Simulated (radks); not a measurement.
# Ionisation of Cr: one atom, several choices of exchange strength α

One table from this session's results is given with a row withheld; the runs are named, their logs left out.

The numbers are computed with radks (a radial shooting solver on a logarithmic mesh, Libxc functionals) version 1 (scalar-relativistic Kohn-Sham, spin-unpolarised, spherical densities, finite nucleus), except any that are marked as measured or tabulated.

**The atom as given**

* element: chromium (Z = 24)
* charge: 0
* electrons: 24
* configuration: [Ar] 3d5 4s1
* ion: Cr⁺, [Ar] 3d5
* choices: α = 0.636; α = 0.667; α = 0.679; α = 0.712; α = 0.729; α = 0.784; α = 0.849; α = 0.853

The outer shells:

Cr
```
[Ar] core
3d [↑ ][↑ ][↑ ][↑ ][↑ ]
4s [↑ ]
```

Cr⁺
```
[Ar] core
3d [↑ ][↑ ][↑ ][↑ ][↑ ]
```

Set-up of the first run:

Settings of this run:

```text
Z 24
configuration [Ar] 3d5 4s1
relativity scalar-relativistic
functional xalpha 0.636
spin unpolarised
nucleus finite rms 3.6452 fm
c 137.035999084
```

Steps of the session up to this table: α = 0.636: Cr.

One of the session's tables, all rows but one given; the rest of the session is left out.

It belongs to the step «α = 0.636: Cr». Radial moments (bohr):

```
level      <r>  outermost maximum (interpolated)  90 % within  nodes
   1s  0.06370                            0.0417        0.114      0
   2s   0.2943                             0.244        0.457      1
   2p        ?                                 ?            ?      ?
   3s   0.9051                             0.778         1.36      2
   3p   0.9696                             0.798         1.50      1
   4s    3.509                              2.77         5.44      3
   3d    1.573                             0.838         2.95      0
```

Estimate the missing values for 2p.

As computed: <r>: 0.2607; outermost maximum (interpolated): 0.198; 90 % within: 0.428; nodes: 0. In the column «<r>» it lies between 1s (0.06370) and 2s (0.2943).

Limits of these values: Spin polarisation and multiplet splitting are left out, so open shells lie too high by an amount that depends on their filling.
